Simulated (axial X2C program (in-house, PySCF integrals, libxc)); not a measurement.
# A two-component session on CuP⁺: EOM-IP-CCSD levels

Aim: EOM-IP-CCSD levels of CuP⁺, with spin–orbit coupling in the Hamiltonian from the start.

The runs use an in-house X2C program for linear molecules on PySCF integrals; two-component X2C with atomic mean-field terms, Cu dyall-cv3z, P dyall-v3z.

All values are calculated.

## Step 1: The job

File task.json:

```json
{"zs": [29, 15], "q": 1, "bas": ["dyall-cv3z", "dyall-v3z"], "r0": 2.17, "eom": "ip", "rq": 0, "thr": -2.0, "nmax": 95, "grid": [1, 0.96, 1.045, 0.92, 1.09, 1.15]}
```

Keys: zs atomic numbers; q charge; bas basis sets; r0 starting distance in Å; eom kind of EOM run; thr threshold in hartree for freezing inner shells (an s shell follows its p shell); nmax most natural virtual spinors; grid distances as factors.

The run is started by

```console
$ python soeom.py task.json out
```

Nuclei are Gaussian, cores are contracted, and the Gaunt term is on.

## Step 2: EOM-IP-CCSD at 2.123 Å

Reference: the closed shell CuP; 16 electrons correlated, 88 virtual spinors; roots sought by Ω: 1/2: 4, 3/2: 3, 5/2: 1.

Output:

```text
two-component X2C + atomic mean field  HF
basis functions 151  fitting functions 877  grid points 5080
iter        total energy     max residual
   1      -1993.686513347     7.78e-01
   2      -1994.157606418     4.34e-02
   3      -1994.167404677     1.99e-02
   4      -1994.169921072     5.29e-03
   5      -1994.170557088     2.86e-03
   6      -1994.170655027     9.46e-04
   7      -1994.170670668     1.85e-04
   8      -1994.170671851     1.08e-04
   9      -1994.170672100     3.70e-05
  10      -1994.170672161     1.77e-05
  11      -1994.170672173     6.74e-06
  12      -1994.170672175     2.07e-06
  13      -1994.170672175     6.14e-07
converged
one-electron -2995.28584500  Coulomb 982.46395648  exact exchange -89.22018190  xc functional 0.00000000  nuclear repulsion 108.42773752  atomic mean-field constant -0.55633927
correlated 16  virtual 218  natural virtual 88  E(MP2) -0.673431614  MP2 remainder -0.066097636
iter   CCSD correlation   residual
   1     -0.514893061   2.98e-01
   2     -0.552468937   2.03e-01
   3     -0.561654819   8.29e-02
   4     -0.563712050   5.85e-02
   5     -0.564660191   3.49e-02
   6     -0.566105954   2.17e-02
   7     -0.566375785   1.04e-02
   8     -0.566155837   5.29e-03
   9     -0.566489771   3.17e-03
  10     -0.566350942   1.96e-03
  11     -0.566363621   1.16e-03
  12     -0.566379196   5.76e-04
  13     -0.566364016   3.29e-04
  14     -0.566361122   1.77e-04
  15     -0.566362210   8.57e-05
  16     -0.566361860   3.80e-05
  17     -0.566361840   1.91e-05
(T) -0.029894912  T1 0.0466  D1 0.0956  max T2 0.298
EOM-IP-CCSD roots
2*Omega      energy/Eh   energy/eV  one-particle weight
    1       0.29552798      8.0417      0.940
    1       0.31524516      8.5783      0.910
    1       0.40188100     10.9357      0.668
    1       0.41740476     11.3582      0.740
    3       0.37329444     10.1579      0.000
    3       0.38063113     10.3575      0.108
    3       0.40263057     10.9561      0.777
    5       0.39572281     10.7682      0.903
```

T1 in the output is the amplitude norm over the root of the electron number; divide by √2 for the Lee–Taylor value.

| Ω | vertical IE (eV) | above lowest (cm⁻¹) | spinor | weight |
| --- | --- | --- | --- | --- |
| 1/2 | 8.042 | 0 | 81% P pπ, 10% Cu dπ, 9% Cu pπ | 0.94 |
| 1/2 | 8.578 | 4330 | 66% P pσ, 21% Cu sσ, 7% Cu dσ | 0.91 |
| 5/2 | 10.768 | 21990 | 100% Cu dδ | 0.90 |
| 1/2 | 10.936 | 23340 | 81% Cu dσ, 6% Cu dπ | 0.67 |
| 3/2 | 10.956 | 23510 | 76% Cu dδ, 23% Cu dπ | 0.78 |
| 1/2 | 11.358 | 26750 | 91% Cu dπ, 7% P pπ | 0.74 |

Wall time 13 s (1 thread of Arm Neoverse V1, shared host); peak memory 0.93 GiB.

## Step 3: EOM-IP-CCSD at 2.038 Å

```
  Ω  vertical IE (eV)  above lowest (cm⁻¹)                          spinor  weight
1/2             8.039                    0  79% P pπ, 11% Cu dπ, 10% Cu pπ    0.94
1/2             8.645                 4890   66% P pσ, 21% Cu sσ, 8% Cu dσ    0.91
5/2            10.927                23300                      100% Cu dδ    0.90
3/2            11.139                25000            85% Cu dδ, 15% Cu dπ    0.83
```

Run time: 15 s. Hardware: 1 thread of Arm Neoverse V1, shared host; peak memory 0.95 GiB.

## Step 4: EOM-IP-CCSD at 2.219 Å

```
  Ω  vertical IE (eV)  above lowest (cm⁻¹)                         spinor  weight
1/2             8.042                    0   84% P pπ, 9% Cu dπ, 7% Cu pπ    0.94
1/2             8.494                 3650  67% P pσ, 21% Cu sσ, 6% Cu dσ    0.91
5/2            10.641                20960                     100% Cu dδ    0.90
1/2            10.747                21820            81% Cu dσ, 9% Cu dπ    0.71
3/2            10.799                22230           63% Cu dδ, 37% Cu dπ    0.71
1/2            11.128                24890                      91% Cu dπ    0.78
```

It took 16 s on 1 thread of Arm Neoverse V1, shared host; peak memory 0.95 GiB.

## Step 5: EOM-IP-CCSD at 1.953 Å

| Ω | vertical IE (eV) | above lowest (cm⁻¹) | spinor | weight |
| --- | --- | --- | --- | --- |
| 1/2 | 8.041 | 0 | 76% P pπ, 12% Cu dπ, 11% Cu pπ | 0.94 |
| 1/2 | 8.707 | 5370 | 65% P pσ, 21% Cu sσ, 8% Cu dσ | 0.92 |
| 5/2 | 11.135 | 24950 | 100% Cu dδ | 0.90 |
| 3/2 | 11.369 | 26850 | 90% Cu dδ, 9% Cu dπ | 0.86 |

It took 14 s on 1 thread of Arm Neoverse V1, shared host; peak memory 0.95 GiB.

## Step 6: EOM-IP-CCSD at 2.314 Å

```csv
Ω,vertical IE (eV),above lowest (cm⁻¹),spinor,weight
1/2,8.036,0,"86% P pπ, 7% Cu dπ, 6% Cu pπ",0.94
1/2,8.401,2940,"68% P pσ, 21% Cu sσ",0.90
5/2,10.560,20360,100% Cu dδ,0.90
1/2,10.607,20730,"81% Cu dσ, 11% Cu dπ",0.71
3/2,10.682,21340,"52% Cu dπ, 47% Cu dδ",0.66
1/2,10.958,23570,91% Cu dπ,0.76
```

Run time: 14 s. Hardware: 1 thread of Arm Neoverse V1, shared host; peak memory 0.95 GiB.

## Step 7: EOM-IP-CCSD at 2.442 Å

| Ω | vertical IE (eV) | above lowest (cm⁻¹) | spinor | weight |
| --- | --- | --- | --- | --- |
| 1/2 | 8.016 | 0 | 89% P pπ | 0.93 |
| 1/2 | 8.263 | 1990 | 69% P pσ, 22% Cu sσ | 0.90 |
| 1/2 | 10.483 | 19900 | 82% Cu dσ, 14% Cu dπ | 0.68 |
| 5/2 | 10.506 | 20090 | 100% Cu dδ | 0.90 |
| 3/2 | 10.578 | 20670 | 68% Cu dπ, 32% Cu dδ | 0.66 |
| 1/2 | 10.800 | 22450 | 94% Cu dπ | 0.62 |

It took 17 s on 1 thread of Arm Neoverse V1, shared host; peak memory 0.95 GiB.

## Step 8: Curves of the states

Energies in eV from the lowest point of the lowest state; states are followed by energy order within each Ω.

```
R (Å)  (1)Ω=1/2  (2)Ω=1/2  (1)Ω=5/2  (3)Ω=3/2
1.953    0.2315    0.8972    3.3253    3.5599
2.038    0.0583    0.6645    2.9465    3.1579
2.123    0.0000    0.5365    2.7264    2.9144
2.219    0.0236    0.4755    2.6228    2.7803
2.314    0.1056    0.4701    2.6297    2.7515
2.442    0.2642    0.5114    2.7547    2.8264
```

Constants where the minimum is well bracketed (masses 62.930 and 30.974 u):

| state | Te (cm⁻¹) | Re (Å) | ωe (cm⁻¹) |
| --- | --- | --- | --- |
| (1)Ω=1/2 | 0 | 2.141 | 352 |

## Step 9: Outcome

```
                     quantity                            value
       lowest root at 2.123 Å                Ω = 1/2, 8.042 eV
next root led by one particle  Ω = 1/2, about 4330 cm⁻¹ higher
          T1 of the reference                            0.033
      lowest state, Re and ωe                2.141 Å, 352 cm⁻¹
```

**Reading.** Removing an electron from the reference determinant of CuP costs 8.04 eV and empties a spinor of 81% P pπ, 10% Cu dπ, 9% Cu pπ. The closed-shell reference lies 0.89 eV above the lowest determinant found, so these energies count from an excited configuration. Errors of 0.1 to 0.3 eV are usual at this size, and roots led by higher excitations are left out, so the list is incomplete, and low states of that kind can be missing. T1 or the largest double amplitude of the reference is raised, which lowers the reliability.
